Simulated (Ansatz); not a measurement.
# BClGeH5N: a ladder of functionals and wavefunction methods

An exercise on one series of results from a longer session: the logs are not shown, and one member is left open.

Computed with Ansatz 0.2.0, Gaussian basis. Level: functionals in def2-TZVPP, the program's frozen cores in correlated methods.

The runs, in order: LDA (SPW92), PBE-D4, revPBE-D4, BLYP-D4, r2SCAN-D4, B97M-V, PBE0-D4, B3LYP-D4, r2SCANh-D4, r2SCAN0-D4, HSE06-D4, BHLYP-D4, CAM-B3LYP-D4, LC-ωPBE, ωB97X-V, ωB97M-V, B2PLYP, PBE-QIDH; CCSD(T)/def2-SVP; CCSD(T)/def2-TZVPP; MP2/def2-QZVPP; extrapolation to the limit; RPA on PBE.

## Structure used throughout

The geometry comes from an earlier relaxation with PBE0-D4 in a triple-zeta def2 set; it is a stationary point, not always the lowest conformer.

9 atoms, charge 0, spin multiplicity 1.

Atoms are counted from 1 here; the program's logs count them from 0.

Bond lengths: B1–Ge2 2.031 Å, B1–Cl4 1.961 Å, B1–H5 1.193 Å, B1–H6 1.195 Å, Ge2–N3 1.789 Å, Ge2–Cl4 2.515 Å, Ge2–H7 1.540 Å, N3–H8 1.006 Å, N3–H9 1.006 Å. Angles: Ge2–B1–Cl4 78.1°, Ge2–B1–H5 115.9°, Ge2–B1–H6 113.0°, Cl4–B1–H5 110.5°, Cl4–B1–H6 110.2°, H5–B1–H6 121.0°, B1–Ge2–N3 124.2°, B1–Ge2–Cl4 49.7°, B1–Ge2–H7 129.2°, N3–Ge2–Cl4 113.0°, N3–Ge2–H7 104.3°, Cl4–Ge2–H7 100.7°, Ge2–N3–H8 122.7°, Ge2–N3–H9 120.9°, H8–N3–H9 113.3°, B1–Cl4–Ge2 52.2°.

Geometry (Å):

```xyz
9

B    -0.7899    1.1604   -0.8447
Ge    0.6881   -0.0564   -0.1659
N     0.6873   -0.8377    1.4432
Cl   -1.3644   -0.5893   -1.5180
H    -0.4963    1.8808   -1.7489
H    -1.5252    1.5302    0.0221
H     1.7615   -0.8223   -0.9612
H     1.1169   -1.7310    1.6145
H     0.0103   -0.5810    2.1420
```

The first run:

in.yaml

```yaml
crystal:
  periodic: [false, false, false]
  atoms:
    - {symbol: B, position_ang: [-0.789869, 1.160391, -0.844711]}
    - {symbol: Ge, position_ang: [0.688118, -0.056429, -0.165932]}
    - {symbol: N, position_ang: [0.687328, -0.837703, 1.443171]}
    - {symbol: Cl, position_ang: [-1.364417, -0.589298, -1.518021]}
    - {symbol: H, position_ang: [-0.496290, 1.880787, -1.748917]}
    - {symbol: H, position_ang: [-1.525165, 1.530167, 0.022146]}
    - {symbol: H, position_ang: [1.761541, -0.822253, -0.961200]}
    - {symbol: H, position_ang: [1.116919, -1.730955, 1.614487]}
    - {symbol: H, position_ang: [0.010336, -0.581008, 2.141976]}
basis:
  gaussian: {orbitals: def2-TZVPP}
hamiltonian: {xc: lda}
output: {orbitals: {seedname: orbitals}}
```

Among the steps run: LDA; PBE-D4 (GGA); revPBE-D4 (GGA); BLYP-D4 (GGA); r2SCAN-D4 (meta-GGA); B97M-V (meta-GGA); PBE0-D4 (hybrid); B3LYP-D4 (hybrid); r2SCANh-D4 (hybrid); r2SCAN0-D4 (hybrid); HSE06-D4 (hybrid); BHLYP-D4 (hybrid); CAM-B3LYP-D4 (range-separated); LC-ωPBE (range-separated); ωB97X-V (range-separated); ωB97M-V (range-separated); B2PLYP (double hybrid); PBE-QIDH (double hybrid).

One of the session's tables, all rows but one given; the rest of the session is left out.

It belongs to the step «Orbital energies across the functionals». 

```
  functional  HOMO (eV)  gap (eV)
 LDA (SPW92)      -6.57      4.25
      PBE-D4      -6.42      4.34
   revPBE-D4      -6.36      4.38
     BLYP-D4      -6.29      4.31
   r2SCAN-D4      -6.68      4.76
      B97M-V      -6.75      4.81
     PBE0-D4      -7.56      6.26
    B3LYP-D4      -7.37      5.84
  r2SCANh-D4      -7.10      5.47
  r2SCAN0-D4      -7.73      6.53
    HSE06-D4      -7.16      5.50
    BHLYP-D4      -8.58      8.14
CAM-B3LYP-D4      -8.84      8.53
     LC-ωPBE     -10.11     10.92
     ωB97X-V          ?         ?
     ωB97M-V      -9.66     10.24
```

Q: Estimate the row for ωB97X-V from the others.

**Answer.** HOMO (eV): -9.78; gap (eV): 10.50. In the column «HOMO (eV)» it lies between LC-ωPBE (-10.11) and ωB97M-V (-9.66).
